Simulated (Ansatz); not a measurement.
**[In(OH)4]- (InH4O4−): geometry, orbitals and charge**

Aim: characterise [In(OH)4]- (InH4O4−) as a singlet: its structure, frontier levels and distribution of charge.

The runs use Ansatz 0.2.0, Gaussian basis; RKS PBE0-D4/def2-TZVPD.

Plan: relaxation at PBE0-D4/def2-SVPD; a search for the lowest solution at PBE0-D4/def2-SVP; a single point at PBE0-D4/def2-TZVPD.

1 further run of the same task is left out (set aside as unsound or not needed). Runs told in other sessions of the task aren't counted.

**1. The system as given**

9 atoms, charge -1, spin multiplicity 1.

Atoms are counted from 1 here; the program's logs count them from 0.

Bond lengths: In1–O2 2.010 Å, In1–O4 2.008 Å, In1–O6 2.008 Å, In1–O8 2.009 Å, O2–H3 0.954 Å, O4–H5 0.954 Å, O6–H7 0.954 Å, O8–H9 0.954 Å. Angles: O2–In1–O4 106.1°, O2–In1–O6 106.4°, O2–In1–O8 115.8°, O4–In1–O6 116.3°, O4–In1–O8 106.5°, O6–In1–O8 106.1°, In1–O2–H3 102.1°, In1–O4–H5 101.9°, In1–O6–H7 101.9°, In1–O8–H9 102.0°.

As a file:

```
atom    x (Å)    y (Å)    z (Å)
 In1   0.0041   0.0066  -0.0052
  O2   0.0408   0.0948   2.0021
  H3  -0.7427   0.6049   2.1935
  O4   1.9204  -0.1194  -0.5916
  H5   2.3788   0.2783   0.1448
  O6  -1.0134   1.6228  -0.6268
  H7  -1.4244   1.3008  -1.4257
  O8  -0.9387  -1.5819  -0.7947
  H9  -0.2248  -2.2068  -0.8964
```

In takes a core potential in the def2 sets. No spin-orbit coupling is included. The ion is computed in the gas phase, without counter-ions or solvent.

The start is a GFN2-xTB geometry.

**2. Relaxation at PBE0-D4/def2-SVPD**

Contents of in.yaml:

```yaml
crystal:
  periodic: [false, false, false]
  atoms:
    - {symbol: In, position_ang: [0.004080, 0.006580, -0.005150]}
    - {symbol: O, position_ang: [0.040760, 0.094770, 2.002100]}
    - {symbol: H, position_ang: [-0.742670, 0.604940, 2.193520]}
    - {symbol: O, position_ang: [1.920370, -0.119420, -0.591590]}
    - {symbol: H, position_ang: [2.378760, 0.278260, 0.144800]}
    - {symbol: O, position_ang: [-1.013410, 1.622770, -0.626830]}
    - {symbol: H, position_ang: [-1.424380, 1.300820, -1.425710]}
    - {symbol: O, position_ang: [-0.938740, -1.581900, -0.794740]}
    - {symbol: H, position_ang: [-0.224770, -2.206820, -0.896380]}
basis:
  gaussian: {orbitals: def2-SVPD}
total_charge: -1
hamiltonian: {xc: pbe0, dispersion: d4}
scf: {lower_state_search: "off"}
output: {orbitals: {seedname: orbitals}}
relax: {f_tol: 0.02, max_steps: 100}
```

Launch:

```
$ ansatz run in.yaml --threads 4 --pin off --events-out ev --progress --plain --max-ram 3916MiB
```

After this run come: Searching for the lowest solution, PBE0-D4/def2-SVP; Single point, PBE0-D4/def2-TZVPD.

**Question.** What will the summary of the whole plan be? Wanted: commonest bond, hydrogen aside; HOMO, LUMO at PBE0-D4/def2-TZVPD.

**Answer**, as computed:

| quantity | value |
| --- | --- |
| commonest bond, hydrogen aside | In–O, 4 of mean length 2.071 Å |
| HOMO, LUMO at PBE0-D4/def2-TZVPD | -3.23, 2.77 eV |

In words: The molecule keeps its bonding pattern by the stored test; the atoms moved 0.19 Å (rms). No usable vibrations, so a minimum isn't proven. The HOMO lies nearest to 4 O atoms about 22 % each and the LUMO to 4 H atoms about 14 % each; 4 O atoms about 9 % each.
